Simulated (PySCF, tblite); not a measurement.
**C5H10ClFSi+ (doublet): geometry, infrared bands and EPR parameters**

Wanted: the infrared bands and EPR parameters of C5H10ClFSi+ (doublet) (`C[C+]([CH][SiH2]Cl)CCF`), by calculation.

Computed with tblite 0.8.0 and PySCF 2.14.0, with density-fitted response routines of our own, on a single molecule in the gas phase. Atoms are numbered from 0 throughout.

### 1 The molecule as given

18 atoms, charge 1, multiplicity 2; geometry from: force field or distance geometry start.

Bonds of the start (Å): C0–C1 1.50, C1–C2 1.49, C2–Si3 1.86, Si3–Cl4 2.10, C1–C5 1.49, C5–C6 1.53, C6–F7 1.39, C0–H8 1.13, C0–H9 1.08, C0–H10 1.12, C2–H11 1.10, Si3–H12 1.47, Si3–H13 1.46, C5–H14 1.12, C5–H15 1.10, C6–H16 1.11, C6–H17 1.12.

### 2 Geometry optimisation with GFN2-xTB

Job settings and geometry (Å):

```
{"job": {"kind": "relax", "xc": "GFN2-xTB", "basis": "xTB"}, "charge": 1, "multiplicity": 2}
C     -0.382000    -1.547600    -0.881300
C     -0.159900    -0.647400     0.296300
C      1.170900    -0.684400     0.965600
Si     2.327700     0.644800     0.363400
Cl     2.284700     2.367100     1.563400
C     -1.297500     0.211000     0.735100
C     -1.683900     1.146000    -0.414300
F     -0.555000     1.901700    -0.685600
H      0.057300    -2.563000    -0.664600
H      0.157500    -1.130300    -1.724100
H     -1.470500    -1.710200    -1.078500
H      1.611000    -1.689100     0.904400
H      3.673700     0.043800     0.366600
H      2.053900     1.067200    -1.005400
H     -2.205300    -0.428100     0.897400
H     -1.110600     0.731300     1.691300
H     -2.508900     1.813100    -0.079500
H     -1.972000     0.480600    -1.261900
```

On the command line:

```
> OMP_NUM_THREADS=1 python probes_run.py task.json out
```

One launch serves the whole session: the jobs run in the order shown.

The log of the run:

```text
step      E/eV     max force
  0    -715.91065    4.553
  1    -716.38850    1.926
  2    -716.57967    2.103
  3    -716.65000    0.692
  4    -716.68314    0.506
  5    -716.70971    0.595
  6    -716.73152    0.583
  7    -716.74897    0.347
  8    -716.75995    0.251
  9    -716.77050    0.330
 10    -716.78319    0.368
 11    -716.79577    0.315
 12    -716.80685    0.298
 13    -716.81743    0.313
 14    -716.83032    0.320
 15    -716.84819    0.454
 16    -716.86897    0.415
 17    -716.88846    0.430
 18    -716.90995    0.451
 19    -716.93858    0.464
 20    -716.97323    0.580
 21    -717.00745    0.510
 22    -717.03328    0.330
 23    -717.04971    0.323
 24    -717.06486    0.350
 25    -717.08108    0.271
 26    -717.09354    0.323
 27    -717.10243    0.267
 28    -717.11140    0.299
 29    -717.11922    0.234
 30    -717.12635    0.263
 31    -717.13211    0.310
 32    -717.14052    0.284
 33    -717.14930    0.261
 34    -717.15706    0.217
 35    -717.16226    0.176
 36    -717.16664    0.188
 37    -717.17153    0.161
 38    -717.17689    0.158
 39    -717.18171    0.153
 40    -717.18570    0.160
 41    -717.18944    0.144
 42    -717.19338    0.157
 43    -717.19738    0.150
 44    -717.20068    0.102
 45    -717.20281    0.106
 46    -717.20413    0.080
 47    -717.20523    0.098
 48    -717.20634    0.085
 49    -717.20737    0.079
 50    -717.20816    0.057
 51    -717.20869    0.059
 52    -717.20924    0.061
 53    -717.20986    0.053
 54    -717.21034    0.046
 55    -717.21061    0.034
 56    -717.21079    0.031
 57    -717.21097    0.035
 58    -717.21119    0.039
 59    -717.21139    0.036
 60    -717.21158    0.039
 61    -717.21178    0.043
 62    -717.21200    0.036
 63    -717.21220    0.031
 64    -717.21234    0.031
 65    -717.21244    0.026
 66    -717.21253    0.023
 67    -717.21263    0.021
 68    -717.21271    0.018
 69    -717.21277    0.019
 70    -717.21283    0.018
 71    -717.21291    0.023
 72    -717.21301    0.024
 73    -717.21311    0.026
 74    -717.21322    0.032
 75    -717.21333    0.032
 76    -717.21345    0.024
 77    -717.21355    0.023
 78    -717.21364    0.028
 79    -717.21372    0.031
 80    -717.21382    0.028
 81    -717.21397    0.033
 82    -717.21412    0.032
 83    -717.21421    0.017
 84    -717.21425    0.014
 85    -717.21427    0.016
 86    -717.21431    0.013
 87    -717.21434    0.013
 88    -717.21438    0.012
 89    -717.21440    0.011
 90    -717.21443    0.016
 91    -717.21448    0.018
 92    -717.21452    0.017
 93    -717.21457    0.014
 94    -717.21461    0.014
 95    -717.21465    0.016
 96    -717.21468    0.013
 97    -717.21471    0.013
 98    -717.21473    0.010
```

Run time: 3.3 s. Hardware: 1 thread of AMD EPYC, shared host; peak memory 0.18 GiB.

Relaxation path: (not every step is listed)

```tsv
step	energy from step 0 (eV)	largest force (eV/Å)
0	0.0000	4.5531
1	-0.4778	1.9261
2	-0.6690	2.1029
3	-0.7393	0.6919
4	-0.7725	0.5064
5	-0.7991	0.5949
6	-0.8209	0.5827
7	-0.8383	0.3470
8	-0.8493	0.2511
16	-0.9583	0.4148
24	-1.1542	0.3500
32	-1.2299	0.2839
40	-1.2750	0.1603
48	-1.2957	0.0853
56	-1.3001	0.0313
64	-1.3017	0.0308
72	-1.3024	0.0242
80	-1.3032	0.0283
88	-1.3037	0.0124
93	-1.3039	0.0136
94	-1.3040	0.0140
95	-1.3040	0.0159
96	-1.3040	0.0134
97	-1.3041	0.0127
98	-1.3041	0.0099
```

Distances of close pairs at the start and the end, largest changes first:

```tsv
bond	before (Å)	after (Å)	change (Å)
C1–C2	1.490	1.335	-0.155
Si3–Cl4	2.100	2.000	-0.099
C2–Si3	1.862	1.957	+0.094
C0–H8	1.127	1.088	-0.039
C5–H14	1.122	1.090	-0.032
C0–H10	1.118	1.087	-0.031
C6–H17	1.115	1.094	-0.022
C2–H11	1.099	1.080	-0.019
```

The final coordinates are the input of the step that follows.

### 3 Infrared spectrum with GFN2-xTB

Job settings and geometry (Å):

```
{"job": {"kind": "ir", "xc": "GFN2-xTB", "basis": "xTB"}, "charge": 1, "multiplicity": 2}
C     -0.668942    -1.920020    -0.670618
C     -0.104700    -0.783149     0.135730
C      1.222670    -0.646770     0.190716
Si     2.267101     0.982991     0.475410
Cl     1.434990     1.979848     1.996873
C     -1.096581     0.207745     0.653309
C     -1.424477     1.210475    -0.460250
F     -0.274729     1.856880    -0.834507
H     -0.142554    -2.843334    -0.437558
H     -0.536398    -1.739378    -1.738105
H     -1.731391    -2.041934    -0.478128
H      1.868424    -1.484516    -0.026400
H      3.501733     0.340816     0.939425
H      2.340277     1.715180    -0.773958
H     -2.024851    -0.279584     0.950067
H     -0.690428     0.744260     1.510740
H     -2.116806     1.971888    -0.087620
H     -1.832095     0.734920    -1.356783
```

The log of the run:

```text
mode    cm-1     km/mol
  1    -135.2      3.32
  2      39.4      0.36
  3      69.1      3.44
  4      97.4      6.87
  5     117.6      3.79
  6     146.8      9.02
  7     199.5      1.12
  8     210.1      4.24
  9     314.7      0.89
 10     398.8      2.28
 11     448.6      3.09
 12     470.0     32.31
 13     507.7     56.95
 14     523.9     29.13
 15     531.6     53.27
 16     613.0     57.77
 17     661.5    104.00
 18     719.8     18.17
 19     720.2    165.25
 20     824.0      4.99
 21     886.9     13.95
 22     951.8     12.54
 23     981.5     31.72
 24     989.1     11.62
 25    1028.0     25.31
 26    1029.6     34.62
 27    1076.8     12.69
 28    1113.8     81.57
 29    1177.1     29.53
 30    1184.5     25.52
 31    1268.5      2.53
 32    1292.2      6.26
 33    1343.4     99.24
 34    1411.7     14.37
 35    1414.6     35.67
 36    1427.6      2.97
 37    1442.6     29.81
 38    1490.5     39.38
 39    2194.8     46.45
 40    2375.3     92.51
 41    2950.5      9.43
 42    2965.8      4.34
 43    3000.1      5.25
 44    3014.4      2.78
 45    3015.5      2.58
 46    3035.0     16.89
 47    3052.3      5.42
 48    3056.4      6.42
```

Wall time 3 s (1 thread of AMD EPYC, shared host); peak memory 0.18 GiB.

The strongest bands and the atoms that carry them (share of the mass-weighted mode):

```tsv
cm⁻¹	km/mol	atoms
508	57.0	Si3 51 %, Cl4 36 %
532	53.3	H13 33 %, C2 20 %, C1 15 %
613	57.8	C2 23 %, C1 21 %, H12 16 %
662	104.0	H12 48 %, H13 29 %
720	165.2	H13 34 %, H12 25 %, H11 21 %, C2 12 %
1114	81.6	H14 25 %, C1 19 %, C6 18 %
1343	99.2	H9 33 %, H8 26 %, H10 17 %
2375	92.5	H13 97 %
```

### 4 EPR parameters: B3LYP/pcH-1

Settings changed since step 3:

```diff
@@ -1,2 +1,2 @@
-{"job": {"kind": "ir", "xc": "GFN2-xTB", "basis": "xTB"}, "charge": 1, "multiplicity": 2}
+{"job": {"kind": "epr", "basis": "pcH-1"}, "charge": 1, "multiplicity": 2}
 C     -0.668942    -1.920020    -0.670618
```

With the program's defaults for keys left out, this is: UKS B3LYP, pcH-1 on C Cl F H Si, non-relativistic, mean-field spin-orbit, GIAO.

The log of the run:

```text
UKS, coarse grid
  cycle   1  E = -1045.74954253  |g| = 4.35e-01
  cycle   2  E = -1045.67361569  |g| = 6.32e-01
  cycle   3  E = -1045.81475039  |g| = 9.54e-02
  cycle   4  E = -1045.81768297  |g| = 3.36e-02
  cycle   5  E = -1045.81826101  |g| = 8.22e-03
  cycle   6  E = -1045.81829812  |g| = 3.69e-03
  cycle   7  E = -1045.81830634  |g| = 1.53e-03
  cycle   8  E = -1045.81830718  |g| = 4.20e-04
UKS, final grid
  cycle   1  E = -1045.81824586  |g| = 4.67e-04
  cycle   2  E = -1045.81824576  |g| = 6.60e-04
  cycle   3  E = -1045.81824598  |g| = 8.03e-05
  cycle   4  E = -1045.81824598  |g| = 2.50e-05
E = -1045.81824598 Eh   <S^2> = 0.7541 (exact 0.7500)
g shifts (ppm)      1          2          3
  rmc          -156       -156       -156
  gc              3         26         28
  oz_so         697       2650       8697
  total         545       2521       8570
hyperfine (MHz)  atom isotope    a_iso     a_fc   dipolar eigenvalues
    0   13C       9.49       9.50     -6.44     -5.13     11.57
    1   13C      -0.33      -0.32    -27.59    -20.19     47.78
    2   13C      50.20      50.16    -50.63    -46.37     97.00
    3  29Si      21.02      21.25     -8.52      3.35      5.17
    4  35Cl       1.79       0.84    -11.77    -10.88     22.65
    5   13C      -5.86      -5.90     -5.22     -3.88      9.11
    6   13C      17.52      17.50     -5.49     -5.46     10.96
    7   19F       4.66       4.31    -13.86    -10.64     24.50
    8    1H      39.51      39.51     -5.28      1.02      4.26
    9    1H      54.82      54.82     -5.86     -4.17     10.03
   10    1H      29.17      29.16     -4.39     -1.02      5.41
   11    1H      14.89      14.88    -21.55     -6.40     27.94
   12    1H      76.93      76.93     -2.70     -1.00      3.70
   13    1H       5.69       5.68     -2.24     -2.02      4.27
   14    1H      13.36      13.35     -3.61     -2.86      6.47
   15    1H      -3.07      -3.06     -4.19     -1.32      5.50
   16    1H      25.28      25.28     -2.94     -1.39      4.34
   17    1H      -2.63      -2.64     -3.41     -0.41      3.81
```

Run time: 4.4 min. Hardware: 1 thread of AMD EPYC, shared host; peak memory 1.2 GiB.

Principal g values 2.00286, 2.00484, 2.01089; g(iso) = 2.00620, against 2.00232 for a free electron.

Hyperfine couplings; where a row names several nuclei, a(iso) is their mean (it holds for fast rotation or exchange) and the dipolar term the largest among them:

```tsv
nuclei	isotope	a(iso) (MHz)	a(iso) (G, at g = 2.0023)	largest dipolar term (MHz)
C2	13C	50.2	17.9	97.0
H12, H13	1H	41.3	14.7	4.3
H8, H9, H10	1H	41.2	14.7	10.0
Si3	29Si	21.0	7.5	-8.5
C6	13C	17.5	6.3	11.0
H11	1H	14.9	5.3	27.9
H16, H17	1H	11.3	4.0	4.3
C0	13C	9.5	3.4	11.6
C5	13C	-5.9	-2.1	9.1
H14, H15	1H	5.1	1.8	6.5
F7	19F	4.7	1.7	24.5
Cl4	35Cl	1.8	0.6	22.7
C1	13C	-0.3	-0.1	47.8
```

Mulliken spin populations:

C0 0.02; C1 0.23; C2 0.56; Si3 -0.01; Cl4 0.06; C5 0.01; C6 0.04; F7 0.00; H8 0.01; H9 0.02; H10 0.01; H11 0.00; H12 0.04; H13 0.00; H14 0.01; H15 0.00; H16 0.01; H17 0.00

In first order the couplings over 0.8 MHz of 1H, 19F, 35Cl give 1332 distinct lines over 94.2 G, if the averaged nuclei exchange fast.

Orbitals, density, ELF and potential are computed afterwards from the orbital file.

ELF in a plane through or near 9 of the atoms.

Ten even steps from ' ' (0.00) to '@' (1.00):
```
                                                        
                                                        
                              ..::                      
                            ##@@@@@@==                  
              ....          @@@@@@@@##                  
          ..--====::        **@@@@@@==                  
        ..--++####++        --****--                    
        ..--++****++..    ..**@@##--                    
          ..==####++..    ..++##**--                    
          ..::..::..--::  ::####==..                    
        ::++====##..####++++--++++..::##%%++            
      **@@@@@@==..++@@==::@@----@@**%%@@@@@@==          
    ..@@@@@@@@@@==--##--::**++##**====@@@@%%::          
      **@@@@@@%%  ..%%@@@@**  ::%%%%##==--..            
        ==%%%%..  ::@@@@@@**  ++@@@@@@**                
                    ##@@%%..  ==@@@@@@**                
                      ..        **%%**..                
                                                        
                                                        
                                                        
```
The map spans 12.0 Å across and 10.6 Å up, centred on the molecule. Atoms in the plane (x, y in Å): C0 (1.6, -1.4), C1 (0.4, -0.6), C2 (-0.8, -1.1), Si3 (-2.5, -0.2), H8 (1.5, -2.5), H10 (2.5, -1.0), H11 (-0.9, -2.2), H12 (-3.4, -1.3), H16 (1.0, 2.7).

On the surface of density 0.002 e/bohr³ the electrostatic potential runs, from the 1st to the 99th percentile, from 2.62 V near F7 to 5.58 V near H11.

The spin density lies nearest to C2 44 %; C1 21 %.

### 5 Results

```
                                 quantity                 value
strongest single infrared mode (GFN2-xTB)  720 cm⁻¹, 165 km/mol
             zero-point energy (GFN2-xTB)         82.6 kcal/mol
                           g(iso) (B3LYP)               2.00620
                                     ⟨S²⟩    0.754 (exact 0.75)
       largest a(iso) (averaged by class)   13C on C2, 50.2 MHz
```

In words: Relaxing lowered the energy by 1.304 eV in 98 steps; the close pair that moved most is C1–C2, from 1.490 to 1.335 Å. The lowest mode is imaginary (135i cm⁻¹), so the xTB geometry is not a minimum. Unscaled tight-binding wavenumbers are off by several per cent, some by more. Its intensities can rank the bands wrongly. C2 carries the largest spin population, 0.56 e. The isotropic g lies 3.9 ppt above the free-electron value.
